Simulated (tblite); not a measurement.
# AlCl3H7NO2Si2Ti: the cost of one run

Programs: tblite 0.8.0 and PySCF 2.14.0. All values are calculated, for the isolated system unless a continuum is named. Atoms count from 0, parts from 1.

## (1) The system as given

17 atoms, charge 0, multiplicity 1; geometry: distance geometry start.

## (2) Geometry optimisation with GFN2-xTB

What the job is given:

```
{"job": {"kind": "relax", "xc": "GFN2-xTB", "basis": "xTB"}, "charge": 0, "multiplicity": 1}
Si     2.035596    -1.476019    -1.001182
O      1.460328    -1.019373    -2.618274
Al    -0.059447    -0.027043    -2.937330
O     -1.709868    -0.821013    -2.560988
Si    -2.322500    -1.087250    -0.915312
N      0.057442     1.862825    -2.550423
Ti     1.691920     2.789049    -3.202595
Cl     3.505069     1.612636    -2.581003
Cl     1.789917     4.853326    -2.306622
Cl     1.609015     2.942625    -5.449578
H      3.406569    -1.102235    -0.884463
H      1.947283    -2.878984    -0.837526
H      1.289345    -0.782724    -0.013767
H     -2.655446     0.152694    -0.323238
H     -3.490155    -1.895832    -0.979317
H     -1.355241    -1.754181    -0.121152
H     -0.834782     2.381707    -2.619096
```

With the program's defaults for keys left out, this is: GFN2-xTB geometry optimisation, gas phase.

The run is started by

```bash
$ OMP_NUM_THREADS=1 python cluster_run.py task.json out
```

The driver reads the jobs from task.json and runs them one after another.

**Question.** How long does this first job take on 1 thread of Intel Xeon at 2.50GHz, shared host?

About 49 s.
